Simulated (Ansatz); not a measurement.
# CH3BClF: molecular dynamics

Aim: follow the molecule's vibrations and see whether its bonds hold. The start is relaxed first. Runs: 40 steps of 4 fs under a Langevin thermostat at 300 K. SMILES of the start: CB(F)Cl.

Method: RKS PBE-D4/def2-SVP, in Ansatz 0.2.0.

**1. The structure to begin with**

Bond lengths: B1–C2 1.600 Å, C2–H3 1.110 Å, C2–H4 1.110 Å, C2–H5 1.110 Å, B1–F6 1.320 Å, B1–Cl7 1.860 Å. Angles: B1–C2–H3 109.5°, B1–C2–H4 109.5°, B1–C2–H5 109.5°, H3–C2–H4 109.4°, H3–C2–H5 109.4°, H4–C2–H5 109.4°, C2–B1–F6 120.0°, C2–B1–Cl7 120.0°, F6–B1–Cl7 120.0°.

As a file:

```xyz
7

B     0.0000    0.0000    0.0000
C     0.0000    0.0000    1.6000
H    -0.9996   -0.3092    1.9705
H     0.7676   -0.7111    1.9705
H     0.2320    1.0203    1.9705
F     1.1431    0.0000   -0.6600
Cl   -1.6108    0.0000   -0.9300
```

**2. Preparing the start**

The input, input.yaml:

```yaml
crystal:
  periodic: [false, false, false]
  atoms:
    - { symbol: B, position_ang: [0.0, 0.0, 0.0] }
    - { symbol: C, position_ang: [0.0, 0.0, 1.6] }
    - { symbol: H, position_ang: [-0.9996, -0.3092, 1.9705] }
    - { symbol: H, position_ang: [0.7676, -0.7111, 1.9705] }
    - { symbol: H, position_ang: [0.232, 1.0203, 1.9705] }
    - { symbol: F, position_ang: [1.1431, 0.0, -0.66] }
    - { symbol: Cl, position_ang: [-1.6108, 0.0, -0.93] }
basis:
  gaussian: { orbitals: def2-SVP }
hamiltonian:
  xc: pbe
  dispersion: d4
relax:
  f_tol: 0.02
  max_steps: 40
```

The run is started by

```console
ansatz run input.yaml --threads 1 --pin off --max-ram 2048MiB --backend cpu --events-out ev --progress --plain --runs-dir out
```

After this run come: Dynamics.

**Question.** What will these runs give? Wanted: relaxation of the start; temperature, first and last step; temperature, second half; potential energy, second half; bonds formed or broken.

As calculated:

```
                        quantity                                   value
         relaxation of the start                 6 moves, 0.120 eV lower
                          length                        40 steps of 4 fs
temperature, first and last step                        257 and 365650 K
        temperature, second half  mean 564707 K, from 365650 to 823163 K
   potential energy, second half           +3535 meV/atom from the start
          bonds formed or broken                                       4
```

The temperature runs away to 957802 K: the integration has become unstable, and nothing after that is physical. Averages from a run of 160 fs with 7 atoms are rough. The nuclei move classically, without zero-point motion, which matters most for hydrogen.
